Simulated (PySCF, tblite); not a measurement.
# CH₉ClSi₃: geometry, infrared bands and NMR shifts

Wanted: the infrared bands and NMR shifts of CH₉ClSi₃ (`[SiH3]C([SiH3])([SiH3])Cl`), by calculation.

Programs: tblite 0.8.0 and PySCF 2.14.0, with density-fitted response routines of our own. Each step states its level of theory. These are calculated values for one molecule in the gas phase, unless marked as measured. Atoms count from 0, in the outputs and in this text.

**1. The molecule as given**

14 atoms, charge 0, multiplicity 1; geometry from: force field or distance geometry start.

Bonds of the start (Å): Si0–C1 1.81, C1–Si2 1.82, C1–Si3 1.82, C1–Cl4 1.79, Si0–H5 1.48, Si0–H6 1.49, Si0–H7 1.49, Si2–H8 1.48, Si2–H9 1.48, Si2–H10 1.50, Si3–H11 1.48, Si3–H12 1.51, Si3–H13 1.49.

**2. Geometry optimisation with GFN2-xTB**

What the job is given:

```
{"job": {"kind": "relax", "xc": "GFN2-xTB", "basis": "xTB"}, "charge": 0, "multiplicity": 1}
Si    -0.072800     1.287900    -1.120200
C     -0.216200     0.298400     0.389200
Si    -1.252300    -1.156500     0.056600
Si     1.451600    -0.285600     0.841600
Cl    -0.906500     1.260300     1.725500
H      0.490000     0.524900    -2.259200
H      0.781600     2.489600    -0.932400
H     -1.399200     1.798400    -1.566400
H     -1.397900    -2.038700     1.242200
H     -0.728200    -1.999700    -1.041100
H     -2.641400    -0.761300    -0.347100
H      2.379700     0.828500     1.130700
H      1.427600    -1.135700     2.083600
H      2.083400    -1.111100    -0.225100
```

Command:

```
> OMP_NUM_THREADS=1 python probes_run.py task.json out
```

This one command runs all jobs of the session in turn.

**Question.** This job is followed by: GFN2-xTB harmonic vibrations, gas phase; GIAO PBE0/pcSseg-1 NMR shielding, non-relativistic, gas phase. Predict these results of the whole session: strongest single infrared mode (GFN2-xTB); zero-point energy (GFN2-xTB); ¹³C shifts against TMS (PBE0/pcSseg-1); ¹H shifts against TMS (PBE0/pcSseg-1, means over atoms taken as alike); ²⁹Si shifts against TMS (PBE0/pcSseg-1, means over atoms taken as alike); ³⁵Cl shifts against HCl (PBE0/pcSseg-1); surface potential, 1st and 99th percentile.

The runs gave:

| quantity | value |
| --- | --- |
| strongest single infrared mode (GFN2-xTB) | 2275 cm⁻¹, 690 km/mol |
| zero-point energy (GFN2-xTB) | 49.7 kcal/mol |
| ¹³C shifts against TMS (PBE0/pcSseg-1) | 20.9 ppm |
| ¹H shifts against TMS (PBE0/pcSseg-1, means over atoms taken as alike) | 4.21 ppm |
| ²⁹Si shifts against TMS (PBE0/pcSseg-1, means over atoms taken as alike) | -57.1 ppm |
| ³⁵Cl shifts against HCl (PBE0/pcSseg-1) | 137 ppm |
| surface potential, 1st and 99th percentile | -0.54 V and 1.37 V |

What this shows: Over 31 steps the energy fell by 0.526 eV; of the close pairs, Si0–C1 changed most, 1.811 to 1.908 Å. All 36 modes are real, so the xTB geometry is a minimum. Unscaled tight-binding wavenumbers are off by several per cent, some by more. Its intensities can rank the bands wrongly. At PBE0/pcSseg-1: Shielding is most anisotropic at Cl4 (span 364 ppm, paramagnetic term -336 ppm).
